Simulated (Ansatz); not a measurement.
# CH5AlGaNO: small, medium and large basis sets

How large a basis does CH5AlGaNO need? Two functionals are run in growing sets.

The runs use Ansatz 0.2.0, Gaussian basis; one geometry, several basis sets.

Plan: PBE0-D4/def2-SVP; ωB97M-V/def2-SVP; PBE0-D4/def2-QZVPP; ωB97M-V/def2-QZVPP; the functionals' def2-TZVPP values are taken from earlier runs.

## 1. The relaxed structure

An earlier PBE0-D4 in a triple-zeta def2 set relaxation fixed the geometry.

10 atoms, charge 0, spin multiplicity 1.

Atoms are counted from 1 here; the program's logs count them from 0.

Bond lengths: N1–Ga2 1.808 Å, N1–H6 1.006 Å, N1–H7 1.006 Å, Ga2–C3 2.003 Å, Ga2–H8 1.557 Å, C3–O4 1.262 Å, C3–Al5 1.956 Å, O4–Al5 1.928 Å, Al5–H9 1.581 Å, Al5–H10 1.581 Å. Angles: Ga2–N1–H6 123.5°, Ga2–N1–H7 124.4°, H6–N1–H7 112.0°, N1–Ga2–C3 115.2°, N1–Ga2–H8 120.0°, C3–Ga2–H8 124.2°, Ga2–C3–O4 124.5°, Ga2–C3–Al5 165.7°, O4–C3–Al5 69.8°, C3–O4–Al5 72.3°, C3–Al5–O4 37.9°, C3–Al5–H9 116.8°, C3–Al5–H10 117.2°, O4–Al5–H9 112.1°, O4–Al5–H10 112.3°, H9–Al5–H10 125.9°.

## 2. PBE0-D4 in def2-SVP

in.yaml reads:

```yaml
crystal:
  periodic: [false, false, false]
  atoms:
    - {symbol: N, position_ang: [-0.383196, 1.172925, 2.144462]}
    - {symbol: Ga, position_ang: [-0.552028, -0.425999, 1.317038]}
    - {symbol: C, position_ang: [-0.049003, -0.440968, -0.621855]}
    - {symbol: O, position_ang: [-0.864745, -0.289459, -1.573120]}
    - {symbol: Al, position_ang: [0.888972, -0.528592, -2.336376]}
    - {symbol: H, position_ang: [-0.543303, 1.309009, 3.127961]}
    - {symbol: H, position_ang: [-0.175805, 2.036842, 1.673644]}
    - {symbol: H, position_ang: [-0.877646, -1.702800, 2.146935]}
    - {symbol: H, position_ang: [1.485953, 0.826243, -2.891036]}
    - {symbol: H, position_ang: [1.070811, -1.957202, -2.987652]}
basis:
  gaussian: {orbitals: def2-SVP}
hamiltonian: {xc: pbe0, dispersion: d4}
output: {orbitals: {seedname: orbitals}}
```

Launch:

```
$ ansatz run in.yaml --threads 4 --pin off --events-out ev --progress --plain --max-ram 10444MiB
```

After this run come: ωB97M-V in def2-SVP; PBE0-D4 in def2-QZVPP; ωB97M-V in def2-QZVPP.

**Question.** What will the summary of the whole plan be? Wanted: PBE0-D4: double and triple zeta above quadruple; ωB97M-V: double and triple zeta above quadruple.

As calculated:

```
                                       quantity           value
PBE0-D4: double and triple zeta above quadruple  16.20, 1.67 eV
ωB97M-V: double and triple zeta above quadruple  16.26, 1.61 eV
```

What this shows: For PBE0-D4 the step from double to triple zeta gains 14.53 eV and the next only 1.67 eV. These are total energies; as a rule much of such shifts cancels in differences, which this series doesn't test.
